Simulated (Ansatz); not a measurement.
# H5NOSi + HF: a complex and its separated parts

The complex below is one end of an elementary step. How strongly is it bound against its free parts?

Program: Ansatz 0.2.0, Gaussian basis. Level of theory: PBE0-D4/def2-TZVP structures, single points in def2-TZVPP, no counterpoise correction. These are calculated values, not measurements.

Levels: SPW92, PBE-D4, BLYP-D4, r2SCAN-D4, B97M-V, PBE0-D4, B3LYP-D4, r2SCAN0-D4, BHLYP-D4, CAM-B3LYP-D4, wB97X-V, wB97M-V, B2PLYP, PBE-QIDH, RPA on PBE, Hartree-Fock, MP2, CCSD, CCSD(T).

Cores are frozen in the correlated methods. B3LYP uses VWN-RPA correlation. B2PLYP carries no dispersion term here.

94 further runs of the same task are left out: 94 set aside as unsound or not needed.

### Step 1. Starting geometry

The complex: 10 atoms, charge 0, spin multiplicity 1.

Atoms are counted from 1 here; the program's logs count them from 0.

Bond lengths: Si1–H3 1.484 Å, Si1–H4 1.482 Å, Si1–N5 1.693 Å, Si1–O7 1.678 Å, F2–H6 0.944 Å, N5–H8 1.009 Å, N5–H9 1.007 Å, O7–H10 0.960 Å. Angles: H3–Si1–H4 111.5°, H3–Si1–N5 111.4°, H3–Si1–O7 106.5°, H4–Si1–N5 108.2°, H4–Si1–O7 109.4°, N5–Si1–O7 109.9°, Si1–N5–H8 120.6°, Si1–N5–H9 120.1°, H8–N5–H9 111.2°, Si1–O7–H10 117.6°.

As a file:

```xyz
10
FH6NOSi
Si   -0.91557    0.29702   -0.03944
F     2.29002   -0.98939   -0.55754
H    -1.78276   -0.67584   -0.74874
H    -1.65242    1.53920    0.29340
N    -0.30383   -0.35457    1.39832
H     1.65747   -0.32778   -0.78800
O     0.34603    0.66158   -1.08376
H     0.26054   -1.19039    1.38374
H    -0.03362    0.25379    2.15359
H     0.13393    0.78628   -2.01166
```

Its parts: H5NOSi holds atoms 1, 3, 4, 5, 7, 8, 9, 10; HF holds atoms 2, 6. Each part counts its atoms afresh in its own runs.

### Step 2. Relaxing H5NOSi alone

relax-a/in.yaml

```yaml
crystal:
  periodic: [false, false, false]
  atoms:
    - {symbol: Si, position_ang: [-0.915569, 0.297021, -0.039442]}
    - {symbol: H, position_ang: [-1.782755, -0.675838, -0.748744]}
    - {symbol: H, position_ang: [-1.652421, 1.539200, 0.293398]}
    - {symbol: N, position_ang: [-0.303829, -0.354573, 1.398319]}
    - {symbol: O, position_ang: [0.346029, 0.661580, -1.083760]}
    - {symbol: H, position_ang: [0.260536, -1.190389, 1.383738]}
    - {symbol: H, position_ang: [-0.033623, 0.253792, 2.153594]}
    - {symbol: H, position_ang: [0.133935, 0.786284, -2.011660]}
basis:
  gaussian: {orbitals: def2-TZVP}
hamiltonian: {xc: pbe0, dispersion: d4}
relax: {f_tol: 0.005, max_steps: 200}
```

Command:

```bash
$ ansatz run in.yaml --threads 4 --pin off --events-out ev --progress --plain --max-ram 9574MiB
```

Further steps of the session: Relaxing HF alone; SPW92/def2-TZVPP; PBE-D4/def2-TZVPP; BLYP-D4/def2-TZVPP; r2SCAN-D4/def2-TZVPP; B97M-V/def2-TZVPP; PBE0-D4/def2-TZVPP; B3LYP-D4/def2-TZVPP; r2SCAN0-D4/def2-TZVPP; BHLYP-D4/def2-TZVPP; CAM-B3LYP-D4/def2-TZVPP; wB97X-V/def2-TZVPP; wB97M-V/def2-TZVPP; B2PLYP/def2-TZVPP; PBE-QIDH/def2-TZVPP; RPA on PBE/def2-TZVPP; CCSD(T)/def2-TZVPP; Vibrations of H5NOSi; Vibrations of HF.

**Question.** What will these runs give? Wanted: complex less parts, CCSD(T)/def2-TZVPP; with zero-point energy; largest T1 diagnostic.

As calculated:

| quantity | value |
| --- | --- |
| complex less parts, CCSD(T)/def2-TZVPP | -9.4 kcal/mol |
| with zero-point energy | -7.0 kcal/mol |
| largest T1 diagnostic | 0.011 |

**Reading.** At CCSD(T) the complex lies 9.4 kcal/mol below its parts. Among the functionals B2PLYP lands nearest to CCSD(T) (-0.2 kcal/mol) and SPW92 farthest (-5.9 kcal/mol). By rung, the mean size of the error is: LDA 5.9, GGA 1.6, meta-GGA 0.9, hybrid 1.1, range-separated hybrid 1.2, double hybrid 0.2 kcal/mol. PBE-D4 gives a relative energy 1.8 kcal/mol too low, outside chemical accuracy (1 kcal/mol). No counterpoise was applied, and triple zeta lacks some correlation, so the CCSD(T) reference has a basis error of its own, and close matches with it are partly luck.
